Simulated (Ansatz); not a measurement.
# Acetylacetone (enol form) (C₅H₈O₂): how energies converge with the basis set

How large a basis does acetylacetone (enol form) (C₅H₈O₂) need? Two functionals are run in growing sets.

Computed with Ansatz 0.2.0, Gaussian basis. Level: one geometry, several basis sets.

Levels to be run: PBE0-D4/def2-SVP; ωB97M-V/def2-SVP; PBE0-D4/def2-QZVPP; ωB97M-V/def2-QZVPP; the functionals' def2-TZVPP values are taken from earlier runs.

### 1 The relaxed structure

The geometry comes from an earlier relaxation with PBE0-D4 in a triple-zeta def2 set; it is a stationary point, not always the lowest conformer.

SMILES `CC(=O)/C=C(/C)O`, 15 atoms, charge 0, spin multiplicity 1.

Atoms are counted from 1 here; the program's logs count them from 0.

Bond lengths: C1–C2 1.505 Å, C1–H8 1.088 Å, C1–H9 1.092 Å, C1–H10 1.092 Å, C2–O3 1.216 Å, C2–C4 1.467 Å, C4–C5 1.342 Å, C4–H11 1.083 Å, C5–C6 1.490 Å, C5–O7 1.351 Å, C6–H12 1.096 Å, C6–H13 1.088 Å, C6–H14 1.096 Å, O7–H15 0.961 Å. Angles: C2–C1–H8 108.6°, C2–C1–H9 110.7°, C2–C1–H10 110.7°, H8–C1–H9 110.2°, H8–C1–H10 110.2°, H9–C1–H10 106.4°, C1–C2–O3 120.6°, C1–C2–C4 120.5°, O3–C2–C4 118.9°, C2–C4–C5 129.5°, C2–C4–H11 113.6°, C5–C4–H11 116.9°, C4–C5–C6 123.0°, C4–C5–O7 121.9°, C6–C5–O7 115.1°, C5–C6–H12 110.4°, C5–C6–H13 111.4°, C5–C6–H14 110.4° and more.

### 2 PBE0-D4 in def2-SVP

Input file in.yaml:

```yaml
crystal:
  periodic: [false, false, false]
  atoms:
    - {symbol: C, position_ang: [-1.516469, -1.703165, -0.223020]}
    - {symbol: C, position_ang: [-0.024545, -1.754139, -0.034626]}
    - {symbol: O, position_ang: [0.556601, -2.821099, 0.018959]}
    - {symbol: C, position_ang: [0.752919, -0.516171, 0.087479]}
    - {symbol: C, position_ang: [0.336169, 0.759455, 0.059697]}
    - {symbol: C, position_ang: [1.262072, 1.918178, 0.198880]}
    - {symbol: O, position_ang: [-0.966691, 1.082021, -0.098251]}
    - {symbol: H, position_ang: [-1.893037, -2.722136, -0.291225]}
    - {symbol: H, position_ang: [-1.993020, -1.179993, 0.608909]}
    - {symbol: H, position_ang: [-1.773029, -1.144986, -1.126068]}
    - {symbol: H, position_ang: [1.814794, -0.682165, 0.218326]}
    - {symbol: H, position_ang: [0.985662, 2.526204, 1.067275]}
    - {symbol: H, position_ang: [2.291663, 1.589758, 0.323088]}
    - {symbol: H, position_ang: [1.207981, 2.559231, -0.687884]}
    - {symbol: H, position_ang: [-1.062971, 2.038207, -0.092039]}
basis:
  gaussian: {orbitals: def2-SVP}
hamiltonian: {xc: pbe0, dispersion: d4}
output: {orbitals: {seedname: orbitals}}
```

Launch:

```console
ansatz run in.yaml --threads 4 --pin off --events-out ev --progress --plain --max-ram 11315MiB
```

Further steps of the session: ωB97M-V in def2-SVP; PBE0-D4 in def2-QZVPP; ωB97M-V in def2-QZVPP.

**Question.** What will the summary of the whole plan be? Wanted: PBE0-D4: double and triple zeta above quadruple; ωB97M-V: double and triple zeta above quadruple.

The runs gave:

| quantity | value |
| --- | --- |
| PBE0-D4: double and triple zeta above quadruple | 11.17, 0.52 eV |
| ωB97M-V: double and triple zeta above quadruple | 11.58, 0.50 eV |

In words: For PBE0-D4 the step from double to triple zeta gains 10.66 eV and the next only 0.52 eV. These are total energies; as a rule much of such shifts cancels in differences, which this series doesn't test.
